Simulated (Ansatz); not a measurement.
2 structures of CsK3: a ranking of polymorphs by energy, run with Ansatz 0.2.0 through its Python package.

`polymorphs_csk3.py`
```python
# -*- coding: utf-8 -*-
"""Relative energies of CsK3 phases, at the given cells."""

import csv

import ansatz as az
from ase import Atoms
import numpy as np
import spglib

FUNCTIONAL = "lda"
MIXING_BETA = 0.6
EXTRA_BANDS = 2
ECUT = 520
K_SPACING = 0.39
FILLING = "cold"
SIGMA = 0.1


def run_phase(name, crystal):
    calc = (
        crystal.calculation()
        .functional(FUNCTIONAL)
        .mixing("anderson", ndim=12, beta=MIXING_BETA)
        .scf(extra_bands=EXTRA_BANDS)
        .basis(ECUT)  # cutoff of the orbital basis
        .kpoints(spacing=K_SPACING)
        .occupations(FILLING, width=SIGMA)
        .stress()  # positive in compression
        .band_table()  # levels at the mesh points
    )
    return calc.run(threads=1)


def space_group(outcome):
    sites = outcome.report["lattice"]["sites"]
    kinds = sorted({site["symbol"] for site in sites})
    cell = (outcome.lattice.cell_ang, [site["position_frac"] for site in sites], [kinds.index(site["symbol"]) for site in sites])
    return spglib.get_spacegroup(cell, symprec=0.01)


def volume_per_atom(outcome):
    return abs(np.linalg.det(outcome.lattice.cell_ang)) / len(outcome.lattice.sites)


def pressure_gpa(outcome):
    return float(np.trace(outcome.report["stress_gpa"]) / 3)


def main():
    phases = {}
    atoms = Atoms(
        ["K", "K", "K", "Cs"],
        scaled_positions=[
            [0.0, 0.5, 0.5],
            [0.5, 0.0, 0.5],
            [0.5, 0.5, 0.0],
            [0.0, 0.0, 0.0],
        ],
        cell=[
            [7.03429394, 0.0, 0.0],
            [0.0, 7.03429394, 0.0],
            [0.0, 0.0, 7.03429394],
        ],
        pbc=True,
    )
    pm_3m = az.Crystal.from_ase(atoms)
    phases["Pm-3m"] = pm_3m
    atoms = Atoms(
        ["K", "K", "K", "Cs"],
        scaled_positions=[
            [0.25, 0.25, 0.25],
            [0.75, 0.75, 0.75],
            [0.5, 0.5, 0.5],
            [0.0, 0.0, 0.0],
        ],
        cell=[
            [0.0, 5.54686243, 5.54686243],
            [5.54686243, 0.0, 5.54686243],
            [5.54686243, 5.54686243, 0.0],
        ],
        pbc=True,
    )
    fm_3m = az.Crystal.from_ase(atoms)
    phases["Fm-3m"] = fm_3m

    done = {}
    for name, crystal in phases.items():
        done[name] = run_phase(name, crystal)
        print(f"{name}: {done[name].report['energy_sigma0_ev']:.4f} eV, {len(done[name].lattice.sites)} atoms")

    energy = {name: o.report["energy_sigma0_ev"] / len(o.lattice.sites) for name, o in done.items()}
    lowest = min(energy.values())
    rows = [(name, len(o.lattice.sites), 1000 * (energy[name] - lowest), space_group(o), volume_per_atom(o), pressure_gpa(o)) for name, o in done.items()]
    rows.sort(key=lambda row: row[2])
    with open("polymorphs.csv", "w", newline="") as handle:
        writer = csv.writer(handle)
        writer.writerow(["phase", "atoms", "dE (meV/atom)", "space group", "V (A^3/atom)", "P (GPa)"])
        writer.writerows([round(v, 4) if isinstance(v, float) else v for v in row] for row in rows)
    print(open("polymorphs.csv").read())


if __name__ == "__main__":
    main()
```

Which of these structures comes out lowest, and how far apart are they?

By space group at the end of each run: Fm-3m (+0 meV an atom, 85.3 Å³) and Pm-3m (+45 meV an atom, 87.0 Å³).

What the script printed:

```console
$ python polymorphs_csk3.py
Pm-3m: -9993.3393 eV, 4 atoms
Fm-3m: -9993.5200 eV, 4 atoms
phase,atoms,dE (meV/atom),space group,V (A^3/atom),P (GPa)
Fm-3m,4,0.0,Fm-3m (225),85.3321,-0.4804
Pm-3m,4,45.1701,Pm-3m (221),87.0165,-0.4788
```

These settings explore the input space; cutoff and mesh may be short of convergence. For the metals among these phases the mesh is modest: differences between phases can be off by up to 40 meV an atom. Pressure is positive in compression. The cells come from databases of deposited and of computed structures, and not all need be stable phases. The ranking holds among these structures alone, at zero temperature; the ground state may be another structure. Differences under about 40 meV an atom lie within the error of mesh and functional. Timing: 4.7 s on 1 thread of Arm Neoverse V2, on a shared host, peak memory 0.55 GiB.

(A comment or docstring line of the script was reworded after the run, the code is as it ran; lines on the test bed's own set-up are left out of the output.)
